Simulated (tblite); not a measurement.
# C6H10BClO: the cost of one run

Computed with tblite 0.8.0 and PySCF 2.14.0, with density-fitted response routines of our own, on a single molecule in the gas phase. Atoms count from 0, in the outputs and in this text.

### 1 The starting structure

19 atoms, charge 0, multiplicity 1; geometry from: force field or distance geometry start.

Bonds of the start (Å): C0–C1 1.34, C1–C2 1.51, C2–B3 1.60, B3–C4 1.58, C4–C5 1.34, C5–Cl6 1.75, C4–O7 1.40, O7–C8 1.43, C0–H9 1.07, C0–H10 1.08, C1–H11 1.08, C2–H12 1.11, C2–H13 1.11, B3–H14 1.19, C5–H15 1.09, C8–H16 1.11, C8–H17 1.11, C8–H18 1.12.

### 2 Relaxing the molecule with GFN2-xTB

Job settings and geometry (Å):

```
{"job": {"kind": "relax", "xc": "GFN2-xTB", "basis": "xTB"}, "charge": 0, "multiplicity": 1}
C      2.982900     1.756900    -0.336300
C      1.969800     0.880500    -0.303000
C      1.092900     0.777300     0.918200
B     -0.047100    -0.328100     0.719900
C     -1.244300    -0.202800    -0.302500
C     -1.376900     0.903600    -1.053700
Cl    -2.682200     1.082800    -2.210900
O     -2.183200    -1.221500    -0.470500
C     -2.176900    -2.461900     0.240100
H      3.605300     1.819300    -1.208700
H      3.162700     2.424500     0.498700
H      1.812000     0.224600    -1.150400
H      1.695200     0.510900     1.808100
H      0.604800     1.760300     1.110800
H      0.023200    -1.288600     1.411900
H     -0.680500     1.730800    -0.953500
H     -3.037300    -3.074300    -0.094900
H     -1.242600    -3.018100     0.035000
H     -2.287800    -2.266900     1.334100
```

Command:

```sh
$ OMP_NUM_THREADS=1 python probes_run.py task.json out
```

The driver reads the jobs from task.json and runs them one after another.

**Question.** How long does this first job take on 1 thread of Arm Neoverse V2, shared host?

About 1.7 s.
